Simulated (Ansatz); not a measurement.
# FH2NSiZn: short molecular-dynamics run in Python

Wanted for FH2NSiZn: a short molecular-dynamics run. SMILES: F[SiH]1[NH][Zn]1.

Program: the Python package of Ansatz 0.2.0. Level of theory: B3LYP+D4/def2-SVP. These are calculated values, not measurements.

## 1. The structure

Bond lengths: F1–Si2 1.646 Å, Si2–N3 1.782 Å, Si2–Zn4 2.509 Å, N3–Zn4 1.920 Å, Si2–H5 1.481 Å, N3–H6 1.082 Å. Angles: F1–Si2–N3 109.8°, F1–Si2–Zn4 84.9°, F1–Si2–H5 107.5°, N3–Si2–Zn4 49.7°, N3–Si2–H5 111.0°, Zn4–Si2–H5 160.5°, Si2–N3–Zn4 85.2°, Si2–N3–H6 105.6°, Zn4–N3–H6 127.9°, Si2–Zn4–N3 45.1°.

No structure file is read: the coordinates are typed or built in the script.

## 2. The script

File fh2nsizn_md.py:

```python
'''Molecular dynamics of one FH2NSiZn molecule.'''

import ansatz as az
import numpy as np

config = {
    'basis': 'def2-SVP',
    'xc': 'b3lyp',
    'dispersion': 'd4',
    'n_steps': 30,
    'temperature_k': 500,
}

geometry_ang = [
    ('F', [0.2351, 1.1917, -1.2634]),
    ('Si', [0.0865, -0.3631, -0.743]),
    ('N', [-0.2901, -0.3822, 0.9986]),
    ('Zn', [-1.9287, 0.4797, 0.4905]),
    ('H', [1.3704, -1.0481, -1.0161]),
    ('H', [0.5689, 0.058, 1.4871]),
]
system = az.Crystal.molecule()
for symbol, xyz in geometry_ang:
    system = system.atom(symbol, xyz)

model = system.calculation()
model = model.basis(gaussian=config['basis'])
model = model.functional(config['xc'], dispersion=config['dispersion'])
symbols = [site.symbol for site in system.cartesian_sites]
start = np.array([site.position_ang for site in system.cartesian_sites], dtype=float)
summary = model.relax(force_tolerance=0.02).run(threads=1, backend='cpu').report
end = np.array(summary['positions_ang'])
minimum = az.Crystal.molecule()
for symbol, place in zip(symbols, end):
    minimum = minimum.atom(symbol, place.tolist())

# dynamics from the relaxed geometry
model = (
    minimum.calculation()
    .basis(gaussian=config['basis'])  # the orbital basis, by name
    .functional(config['xc'], dispersion=config['dispersion'])
    .md('nvt_langevin', timestep=1.0, steps=config['n_steps'], temperature=config['temperature_k'], initial_velocities='maxwell_boltzmann', seed=9, friction=0.02)
)
frames = []
outcome = model.session().plan().execute(on_event=lambda e: frames.append(e['data']) if e['event'] == 'md_step' else None)
print('t (fs)   E_pot (eV)      E_kin (eV)   T (K)   d(0-1) (A)')
for f in frames[::3]:
    xyz = np.array(f['positions_ang'])
    print(f'{f["time_fs"]:6.2f} {f["lagrangian_ev"]:14.5f} {f["e_kin_ev"]:10.5f} {f["temperature_k"]:8.1f} {np.linalg.norm(xyz[0] - xyz[1]):9.4f}')
print('mean temperature', round(float(np.mean([f['temperature_k'] for f in frames])), 1), 'K')
```

## 3. The input behind the calls

The engine receives this input (first run):

```yaml
crystal:
  periodic: [false, false, false]
  atoms:
    - { symbol: F, position_ang: [0.2351, 1.1917, -1.2634] }
    - { symbol: Si, position_ang: [0.0865, -0.3631, -0.743] }
    - { symbol: "N", position_ang: [-0.2901, -0.3822, 0.9986] }
    - { symbol: Zn, position_ang: [-1.9287, 0.4797, 0.4905] }
    - { symbol: H, position_ang: [1.3704, -1.0481, -1.0161] }
    - { symbol: H, position_ang: [0.5689, 0.058, 1.4871] }
basis:
  gaussian:
    orbitals: def2-SVP
hamiltonian:
  xc: b3lyp
  dispersion: d4
relax:
  f_tol: 0.02
```

## 4. Launch

The run is started by

```console
$ python fh2nsizn_md.py
```

Standard output:

```text
t (fs)   E_pot (eV)      E_kin (eV)   T (K)   d(0-1) (A)
  0.00   -60526.03034    0.32315    416.7    1.6319
  3.00   -60525.97302    0.28353    365.6    1.6282
  6.00   -60525.96512    0.38977    502.6    1.6253
  9.00   -60525.87839    0.36905    475.9    1.6293
 12.00   -60525.80088    0.32451    418.4    1.6375
 15.00   -60525.76708    0.35657    459.8    1.6457
 18.00   -60525.66364    0.41292    532.4    1.6487
 21.00   -60525.67316    0.31284    403.4    1.6585
 24.00   -60525.73517    0.47150    607.9    1.6688
 27.00   -60525.67989    0.39261    506.2    1.6818
 30.00   -60525.74369    0.45773    590.2    1.6963
mean temperature 480.3 K
```

Run time: 96 s. Hardware: 1 thread of Intel Xeon 6975P-C (Granite Rapids), shared host; peak memory 0.26 GiB.

## 5. What changed from run to run

The engine's inputs for the other runs:

Run 2, against run 1:

```diff
@@ -4,6 +4,6 @@
-    - { symbol: F, position_ang: [0.2351, 1.1917, -1.2634] }
-    - { symbol: Si, position_ang: [0.0865, -0.3631, -0.743] }
-    - { symbol: "N", position_ang: [-0.2901, -0.3822, 0.9986] }
-    - { symbol: Zn, position_ang: [-1.9287, 0.4797, 0.4905] }
-    - { symbol: H, position_ang: [1.3704, -1.0481, -1.0161] }
-    - { symbol: H, position_ang: [0.5689, 0.058, 1.4871] }
+    - { symbol: F, position_ang: [0.7726083101132164, 1.2356163332770462, -1.3271268298714072] }
+    - { symbol: Si, position_ang: [0.1359637252826423, -0.06343825030028885, -0.571882023571879] }
+    - { symbol: "N", position_ang: [-0.16344349036057407, -0.00689422083875573, 1.0877849544610834] }
+    - { symbol: Zn, position_ang: [-2.042465917148875, -0.211667246966377, 0.33474657963575394] }
+    - { symbol: H, position_ang: [0.7562320657422723, -1.1889993370275576, -1.3386158131469825] }
+    - { symbol: H, position_ang: [0.5832053063713181, 0.17138272185593303, 1.768793132493431] }
@@ -16,2 +16,8 @@
-relax:
-  f_tol: 0.02
+md:
+  timestep: 1.0
+  n_steps: 30
+  ensemble: nvt_langevin
+  temperature: 500.0
+  friction: 0.02
+  initial_velocities: maxwell_boltzmann
+  seed: 9
```

Lines on the test bed's own set-up are left out of the output.

## 6. The engine's runs

One row for each of the 2 runs:

```
run  kind of run  energy from run 1 (eV)  SCF cycles in all  CPU time (s)
  1   relaxation                  0.0000                102            26
  2     dynamics                  0.2866                267            70
```

## 7. How the relaxation of run 1 went

Step by step:

| step | energy from step 1 (eV) | largest force component (eV/Å) |
| --- | --- | --- |
| 1 | 0.0000 | 1.4841 |
| 2 | -0.2768 | 1.0900 |
| 3 | -0.5648 | 0.7885 |
| 4 | -0.7796 | 0.4497 |
| 5 | -0.8279 | 0.5522 |
| 6 | -0.8432 | 0.4455 |
| 7 | -0.8528 | 0.1770 |
| 8 | -0.8545 | 0.1116 |
| 9 | -0.8563 | 0.0746 |
| 10 | -0.8568 | 0.0177 |

Step 1 is the start.

Before: Bond lengths: F1–Si2 1.646 Å, Si2–N3 1.782 Å, Si2–Zn4 2.509 Å, N3–Zn4 1.920 Å, Si2–H5 1.481 Å, N3–H6 1.082 Å. Angles: F1–Si2–N3 109.8°, F1–Si2–Zn4 84.9°, F1–Si2–H5 107.5°, N3–Si2–Zn4 49.7°, N3–Si2–H5 111.0°, Zn4–Si2–H5 160.5°, Si2–N3–Zn4 85.2°, Si2–N3–H6 105.6°, Zn4–N3–H6 127.9°, Si2–Zn4–N3 45.1°.

After: Bond lengths: F1–Si2 1.632 Å, Si2–N3 1.687 Å, Si2–Zn4 2.364 Å, N3–Zn4 2.035 Å, Si2–H5 1.496 Å, N3–H6 1.026 Å. Angles: F1–Si2–N3 119.8°, F1–Si2–Zn4 125.9°, F1–Si2–H5 101.5°, N3–Si2–Zn4 57.4°, N3–Si2–H5 127.1°, Zn4–Si2–H5 122.1°, Si2–N3–Zn4 78.3°, Si2–N3–H6 122.0°, Zn4–N3–H6 159.2°, Si2–Zn4–N3 44.3°.

## 8. What the atoms did

One row in 2:

```
time (fs)  T (K)  change of potential energy (meV/atom)  mean square move (Å²)
      0.0    417                                    0.0                 0.0000
      2.0    392                                    7.0                 0.0009
      4.0    410                                    9.7                 0.0030
      6.0    503                                   10.9                 0.0071
      8.0    477                                   23.7                 0.0134
     10.0    435                                   26.6                 0.0188
     12.0    418                                   38.2                 0.0249
     14.0    463                                   42.9                 0.0306
     16.0    363                                   50.2                 0.0362
     18.0    532                                   61.1                 0.0397
     20.0    462                                   58.1                 0.0422
     22.0    497                                   58.0                 0.0431
     24.0    608                                   49.2                 0.0419
     26.0    596                                   55.2                 0.0419
     28.0    571                                   54.5                 0.0418
     30.0    590                                   47.8                 0.0419
```

Positions (Å) and forces (eV/Å) at 30.0 fs:

```xyz
6

F     0.732    1.047   -1.513   -0.729   -0.985    1.030
Si    0.021   -0.201   -0.611    1.736    0.110   -0.298
N    -0.243   -0.133    1.129    0.304    0.851    0.057
Zn   -2.035   -0.109    0.365   -0.482   -0.089    0.120
H     0.807   -1.409   -1.217   -0.538    0.666    0.289
H     0.352    0.200    1.934   -0.291   -0.553   -1.198
```

## 9. Results

```
                             quantity            value
                        runs compared                2
     moves of the relaxation of run 1                9
               energy gained in run 1         0.857 eV
last largest force component of run 1      0.0177 eV/Å
                    length of the run  30 steps, 30 fs
        mean temperature, second half            520 K
                        farthest move           0.41 Å
```

What this shows: Run 1: The relaxation took 9 moves; the largest shift is 0.718 Å, of atom 4 (Zn). The temperature swings between 363 and 632 K, with a mean of 520 K in the second half; 6 atoms fluctuate widely. A run of 30 fs is far too short for averages. Notes:
- The trajectory is only some femtoseconds long, and gives no averages; where the script doesn't relax first, it starts from a rough generated geometry.
- b3lyp holds the VWN-RPA fit, as in Gaussian; the form of ORCA and Turbomole is b3lyp5.
- The printed temperature counts all 3N degrees of freedom under Langevin dynamics, so the first row lies under the target.
- With hydrogen a step over 0.5 fs is long.
